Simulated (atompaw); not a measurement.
**A PAW (atompaw) potential for Ce, from input to tests**

Do these settings give a usable potential? It is generated, then checked for scattering, ghosts and hardness.

Method: atompaw 4.2.0.5, PBE, scalar-relativistic.

### Step 1. Settings

The settings as typed:

```json
{"element": "cerium (Ce, Z = 58)", "type": "PAW", "frozen core": "[Kr] 4d10 5s2", "valence charge": "10", "reference configuration": "4f1 5p6 5d1 6s1 6p0 (charge +1)", "partial waves": "6s (bound): rc 3.00 bohr; 6s channel at 3.35 Ry: rc 3.00 bohr; 5p (bound): rc 1.90 bohr; 6p (bound, empty): rc 3.00 bohr; 5d (bound): rc 3.00 bohr; 5d channel at 3.3 Ry: rc 3.00 bohr; 4f (bound): rc 1.45 bohr; 4f channel at 1.05 Ry: rc 1.45 bohr", "local potential": "bessel scheme, radius 2.35 bohr", "core correction": "smooth core density matched at 2.40 bohr", "augmentation charge": "gaussian compensation charge, radius 2.45 bohr; PAW radius 3.00 bohr; waves and projectors: custom polynom vanderbiltortho"}
```

The outer shells as boxes (Hund's rule for the drawing; the calculation is spin-unpolarised):

```
[Kr] core
4d [↑↓][↑↓][↑↓][↑↓][↑↓]
5s [↑↓]
4f [↑ ][  ][  ][  ][  ][  ][  ]
5p [↑↓][↑↓][↑↓]
5d [↑ ][  ][  ][  ][  ]
6s [↑ ]
6p [  ][  ][  ]
```

An earlier all-electron run gives the scale for the radii.

All-electron outer shells of the reference configuration (PBE, scalar-relativistic, ld1.x):

```csv
shell,level (eV),outermost node (bohr),outermost maximum (bohr)
4d,-116.41,0.31,0.66
5s,-46.49,0.75,1.37
5p,-29.11,0.81,1.55
4f,-11.28,–,0.71
5d,-8.56,0.92,2.12
6s,-8.49,1.81,3.54
6p,-5.46,2.12,4.38
```

### Step 2. Generation

Ce.input

```
Ce 58
GGA-PBE scalarrelativistic loggrid 2001 logderivrange -4 5 226
6 6 5 4 0 0
6 0 1
6 1 0
5 2 1
4 3 1
0 0 0
c
c
c
c
c
v
c
c
c
v
v
c
c
v
v
3
3.00 2.45 2.35 2.40
y
3.35
n
n
y
3.3
n
y
1.05
n
custom polynom vanderbiltortho gaussian
bessel
3.00
3.00
1.90
3.00
3.00
3.00
1.45
1.45
PWSCFOUT
UPFDX 0.0125d0 UPFXMIN -7.d0 UPFZMESH 58.d0
END
```

On the command line:

```console
$ atompaw < Ce.input > Ce.log
```

What does the calculation give? Wanted: cutoffs for 10 and 1 mRy, occupied levels; bound ghosts; largest phase difference near zero energy, channels read; lowest eigenvalue of the overlap; share of valence orbitals outside the PAW sphere; UPF file.

**Answer**, as computed:

| quantity | value |
| --- | --- |
| cutoffs for 10 and 1 mRy, occupied levels | 55 Ry and 100 Ry |
| bound ghosts | s at -72.50 eV |
| largest phase difference near zero energy, channels read | 0.011 rad |
| lowest eigenvalue of the overlap (Bessel basis) | 0.102 (s) |
| share of valence orbitals outside the PAW sphere | 6s 78 %, 5p 4 %, 6p 92 %, 5d 33 %, 4f 1 % |
| UPF file | written |

What this shows: A bound ghost (s) makes it unfit for use: electrons can fall into a state that the atom doesn't have. It counts as of middling hardness, with 55 Ry needed at the looser tolerance. The slowest occupied level is 4f: taken alone it needs 100 Ry to come within 1 mRy, against 18 Ry for 5p. Near zero energy the phases of the channels with partial waves agree within 0.011 rad. All of this concerns the isolated atom, not yet a solid.
